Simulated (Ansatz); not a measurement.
**Br2ClH2HfN: small, medium and large basis sets**

One table from this session's results is given with a row withheld; the runs are named, their logs left out.

Computed with Ansatz 0.2.0, Gaussian basis. Level: one geometry, several basis sets.

Levels to be run: PBE0-D4/def2-SVP; ωB97M-V/def2-SVP; PBE0-D4/def2-QZVPP; ωB97M-V/def2-QZVPP; the functionals' def2-TZVPP values are taken from earlier runs.

**The relaxed structure**

An earlier PBE0-D4 in a triple-zeta def2 set relaxation fixed the geometry. Hf takes the def2 core potential; no spin-orbit term is included.

7 atoms, charge 0, spin multiplicity 1.

Atoms are counted from 1 here; the program's logs count them from 0.

Bond lengths: N1–Hf2 1.991 Å, N1–H6 1.012 Å, N1–H7 1.011 Å, Hf2–Cl3 2.330 Å, Hf2–Br4 2.496 Å, Hf2–Br5 2.497 Å. Angles: Hf2–N1–H6 125.7°, Hf2–N1–H7 125.0°, H6–N1–H7 109.3°, N1–Hf2–Cl3 106.0°, N1–Hf2–Br4 108.1°, N1–Hf2–Br5 108.5°, Cl3–Hf2–Br4 113.0°, Cl3–Hf2–Br5 112.1°, Br4–Hf2–Br5 108.9°.

Geometry (Å):

```
N    -0.55452    0.69561    0.92984
Hf    0.33053   -0.39801   -0.47906
Cl    2.10720   -1.48190    0.56873
Br   -1.36124   -1.97789   -1.41277
Br    1.10055    1.12835   -2.29922
H    -1.39632    1.24369    0.81065
H    -0.22619    0.79016    1.88183
```

Set-up of the first run:

File in.yaml:

```yaml
crystal:
  periodic: [false, false, false]
  atoms:
    - {symbol: N, position_ang: [-0.554524, 0.695615, 0.929836]}
    - {symbol: Hf, position_ang: [0.330531, -0.398009, -0.479060]}
    - {symbol: Cl, position_ang: [2.107199, -1.481899, 0.568730]}
    - {symbol: Br, position_ang: [-1.361240, -1.977892, -1.412768]}
    - {symbol: Br, position_ang: [1.100547, 1.128349, -2.299218]}
    - {symbol: H, position_ang: [-1.396316, 1.243686, 0.810648]}
    - {symbol: H, position_ang: [-0.226187, 0.790159, 1.881830]}
basis:
  gaussian: {orbitals: def2-SVP}
hamiltonian: {xc: pbe0, dispersion: d4}
output: {orbitals: {seedname: orbitals}}
```

Run with:

```
> ansatz run in.yaml --threads 4 --pin off --events-out ev --progress --plain --max-ram 10444MiB
```

Steps of the session up to this table: PBE0-D4 in def2-SVP; ωB97M-V in def2-SVP; PBE0-D4 in def2-QZVPP; ωB97M-V in def2-QZVPP.

One of the session's tables, all rows but one given; the rest of the session is left out.

It belongs to the step «Functionals by basis». 

```
functional       basis  HOMO (eV)  LUMO (eV)
   PBE0-D4    def2-SVP      -8.16      -1.81
   PBE0-D4  def2-TZVPP      -8.18      -1.79
   PBE0-D4  def2-QZVPP      -8.20      -1.81
   ωB97M-V    def2-SVP     -10.35       0.30
   ωB97M-V  def2-TZVPP     -10.40       0.29
   ωB97M-V  def2-QZVPP          ?          ?
```

Estimate the missing values for ωB97M-V, def2-QZVPP.

As computed: HOMO (eV): -10.42; LUMO (eV): 0.24. In the column «HOMO (eV)» it is the lowest.
